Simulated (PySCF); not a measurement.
# One shape, several levels: Si2H4ClO2F (SMILES O[SiH](F)O[SiH2]Cl)

We compute a comparison of 4 runs (HF/STO-3G, B3LYP/6-31G*, PBE0/def2-SVP, TPSS/6-311G**) of Si2H4ClO2F. The job is set up through a Python script.

Program for the calculation: PySCF 2.14.0.

## Step 1: The system as given

Si2H4ClO2F: 10 atoms, total charge 0, spin state singlet. As SMILES, `O[SiH](F)O[SiH2]Cl`. Geometry: relaxed at PBE0-D4/def2-TZVP. This is one conformer, not always the lowest.

Bond lengths: O1–Si2 1.618 Å, Si2–F3 1.591 Å, Si2–O4 1.624 Å, O4–Si5 1.625 Å, Si5–Cl6 2.049 Å, O1–H7 0.958 Å, Si2–H8 1.465 Å, Si5–H9 1.476 Å, Si5–H10 1.477 Å. Some angles: O1–Si2–F3 110.7°, O1–Si2–O4 110.6°, F3–Si2–O4 106.8°, Si2–O4–Si5 147.9°, O4–Si5–Cl6 110.0°, O1–Si2–H8 107.7°, F3–Si2–H8 109.0°, O4–Si2–H8 112.2°, Si2–O1–H7 120.2°, O4–Si5–H9 108.4°.

## Step 2: Energy and gradient at HF/STO-3G (run 1)

File input.py:

```python
# O[SiH](F)O[SiH2]Cl
from pyscf import gto

mol = gto.M(
    atom=[
    ('O', (-1.850800, 1.714300, 0.588000)),
    ('Si', (-0.322500, 1.186000, 0.526600)),
    ('F', (0.533500, 2.061500, -0.488600)),
    ('O', (-0.269700, -0.345000, -0.013500)),
    ('Si', (0.635800, -1.592900, -0.527700)),
    ('Cl', (2.405600, -1.647700, 0.503100)),
    ('H', (-2.416100, 1.643100, -0.182300)),
    ('H', (0.248900, 1.318700, 1.869200)),
    ('H', (-0.095300, -2.844700, -0.250500)),
    ('H', (0.955800, -1.432800, -1.961000)),
],
    basis='sto-3g',
    verbose=4,
    max_memory=1860,
)

mf = mol.RHF()
mf.conv_tol = 1e-10
mf.kernel()
if not mf.converged:
    mf = mf.newton().run(mf.mo_coeff, mf.mo_occ)

etot = mf.e_tot
print('E = %.10f Eh' % etot)
grad = mf.nuc_grad_method().kernel()
mf.analyze()
```

On the command line:

```
$ OMP_NUM_THREADS=1 python input.py
```

Output:

```text
PySCF version 2.14.0

[... 80 lines left out ...]
One-electron Energy =                -2700.866124739660336
[... 8 lines left out ...]
MO #4   energy= -25.8291865051518  occ= 2
[... 6 lines left out ...]
MO #11  energy= -6.06810331400637  occ= 2
[... 6 lines left out ...]
MO #18  energy= -4.09211478614427  occ= 2
[... 6 lines left out ...]
MO #25  energy= -0.571755149878267 occ= 2
[... 6 lines left out ...]
MO #32  energy= -0.402332821484683 occ= 2
[... 6 lines left out ...]
MO #39  energy= 0.405340643624728  occ= 0
[... 6 lines left out ...]
MO #46  energy= 0.75018171373595   occ= 0
[... 59 lines left out ...]
Dipole moment(X, Y, Z, Debye): -2.47914, -0.51133, -1.83656
```

It took 3.9 s on 1 thread of Intel Xeon at 2.70GHz, shared host; peak memory 0.12 GiB.

## Step 3: Energy and forces at B3LYP/6-31G(d) (spherical functions) (run 2)

File mol.xyz:

```xyz
10

O     -1.850800     1.714300     0.588000
Si    -0.322500     1.186000     0.526600
F      0.533500     2.061500    -0.488600
O     -0.269700    -0.345000    -0.013500
Si     0.635800    -1.592900    -0.527700
Cl     2.405600    -1.647700     0.503100
H     -2.416100     1.643100    -0.182300
H      0.248900     1.318700     1.869200
H     -0.095300    -2.844700    -0.250500
H      0.955800    -1.432800    -1.961000
```

File run.py:

```python
# O[SiH](F)O[SiH2]Cl
from pyscf import gto, dft

molecule = gto.M(
    atom='mol.xyz',
    basis='6-31g*',
    max_memory=1860,
    verbose=3,
)

myscf = dft.RKS(molecule)
myscf.xc = 'b3lyp'
myscf.conv_tol = 1e-10
myscf.grids.level = 5
myscf.kernel()
if not myscf.converged:
    myscf = myscf.newton().run(myscf.mo_coeff, myscf.mo_occ)

e_final = myscf.e_tot
print('E(%s) = %.9f' % ('B3LYP', e_final))
grad = myscf.nuc_grad_method().kernel()
dip = myscf.dip_moment()
pop, q = myscf.mulliken_pop()
```

On the command line:

```
$ OMP_NUM_THREADS=1 python run.py
```

Output:

```text
converged SCF energy = -1292.11144693745
[... 9 lines left out ...]
Dipole moment(X, Y, Z, Debye): -2.00155, -0.72753, -1.38317
[... 115 lines left out ...]
charge of    9H =     -0.07011
```

Wall time 71 s (1 thread of Intel Xeon at 2.70GHz, shared host); peak memory 1 GiB.

## Step 4: Energy and forces at PBE0/def2-SVP (run 3)

File calc.py:

```python
# O[SiH](F)O[SiH2]Cl
from pyscf import gto, dft

molecule = gto.M(
    atom='''
O     -1.850800     1.714300     0.588000
Si    -0.322500     1.186000     0.526600
F      0.533500     2.061500    -0.488600
O     -0.269700    -0.345000    -0.013500
Si     0.635800    -1.592900    -0.527700
Cl     2.405600    -1.647700     0.503100
H     -2.416100     1.643100    -0.182300
H      0.248900     1.318700     1.869200
H     -0.095300    -2.844700    -0.250500
H      0.955800    -1.432800    -1.961000
''',
    basis='def2-svp',
    max_memory=1860,
    verbose=4,
    charge=0,
)

mf = dft.RKS(molecule)
mf.xc = 'pbe0'
mf.conv_tol = 1e-10
mf.grids.level = 5
mf.kernel()
if not mf.converged:
    mf = mf.newton().run(mf.mo_coeff, mf.mo_occ)

e_final = mf.e_tot
print('Final energy', e_final)
grad = mf.nuc_grad_method().kernel()
mf.analyze()
```

On the command line:

```
$ OMP_NUM_THREADS=1 python calc.py
```

Output:

```text
PySCF version 2.14.0

[... 95 lines left out ...]
Nuclear Repulsion Energy =             464.840979578711824
[... 16 lines left out ...]
MO #11  energy= -5.40769202895308  occ= 2
[... 14 lines left out ...]
MO #26  energy= -0.492940768970143 occ= 2
[... 14 lines left out ...]
MO #41  energy= 0.0786712637392242 occ= 0
[... 14 lines left out ...]
MO #56  energy= 0.483412789626169  occ= 0
[... 14 lines left out ...]
MO #71  energy= 0.876859087081824  occ= 0
[... 14 lines left out ...]
MO #86  energy= 1.36228442110387   occ= 0
[... 14 lines left out ...]
MO #101 energy= 2.23818703600274   occ= 0
[... 14 lines left out ...]
MO #116 energy= 3.68496693063457   occ= 0
[... 129 lines left out ...]
Dipole moment(X, Y, Z, Debye): -1.79365, -0.77089, -1.16991
```

Wall time 57 s (1 thread of Intel Xeon at 2.70GHz, shared host); peak memory 1.2 GiB.

## Step 5: Energy and forces at TPSS/6-311G(d,p) (run 4)

File input.py:

```python
from pyscf import gto, dft

system = gto.M(
    atom='''
O       -1.850800       1.714300       0.588000
Si      -0.322500       1.186000       0.526600
F        0.533500       2.061500      -0.488600
O       -0.269700      -0.345000      -0.013500
Si       0.635800      -1.592900      -0.527700
Cl       2.405600      -1.647700       0.503100
H       -2.416100       1.643100      -0.182300
H        0.248900       1.318700       1.869200
H       -0.095300      -2.844700      -0.250500
H        0.955800      -1.432800      -1.961000
''',
    charge=0,
    verbose=4,
    max_memory=1860,
    spin=0,
    basis='6-311g**',
)

calc0 = dft.RKS(system)
calc0.xc = 'tpss'
calc0.conv_tol = 1e-10
calc0.grids.level = 5
calc0.kernel()
if not calc0.converged:
    calc0 = calc0.newton().run(calc0.mo_coeff, calc0.mo_occ)

e_tot = calc0.e_tot
print(f'total energy: {e_tot:.8f} hartree')
grad = calc0.nuc_grad_method().kernel()
dip = calc0.dip_moment()
pop, q = calc0.mulliken_pop()
```

On the command line:

```
$ OMP_NUM_THREADS=1 python input.py
```

Output:

```text
PySCF version 2.14.0

[... 83 lines left out ...]
converged SCF energy = -1292.31382804728
total energy: -1292.31382805 hartree
[... 12 lines left out ...]
Dipole moment(X, Y, Z, Debye): -2.00415, -0.75137, -1.28062
[... 167 lines left out ...]
charge of    9H =     -0.11283
```

Wall time 2.2 min (1 thread of Intel Xeon at 2.70GHz, shared host); peak memory 1.9 GiB.

## Step 6: The series

```csv
run,level,integration grid,energy (Eh),dipole moment (D),HOMO energy (eV),LUMO energy (eV),wall time
1,HF/STO-3G,–,-1273.990593,3.13,-9.63,9.78,3.9 s
2,B3LYP/6-31G* (spherical functions),5,-1292.111447,2.54,-8.66,0.34,71 s
3,PBE0/def2-SVP,5,-1290.952616,2.28,-8.87,0.76,57 s
4,TPSS/6-311G**,5,-1292.313828,2.49,-7.85,-0.42,2.2 min
```

## Step 7: Summary of results

```
                       quantity           value
            run 4: total energy  -1292.31383 Eh
           run 4: dipole moment          2.49 D
             run 4: HOMO energy        -7.85 eV
             run 4: LUMO energy        -0.42 eV
           run 4: HOMO–LUMO gap         7.43 eV
run 4: largest force on an atom      1.147 eV/Å
```

The dipole moment (its size) runs from 2.28 D (PBE0/def2-SVP) to 3.13 D (HF/STO-3G). The two ends differ in method and basis. The HOMO–LUMO gap runs from 7.43 eV (TPSS/6-311G**) to 19.42 eV (HF/STO-3G). Totals of different functionals can't be ranked against each other. In run 1 the basis is minimal, so the values are rough. All runs together took 4.4 min, the longest 2.2 min.
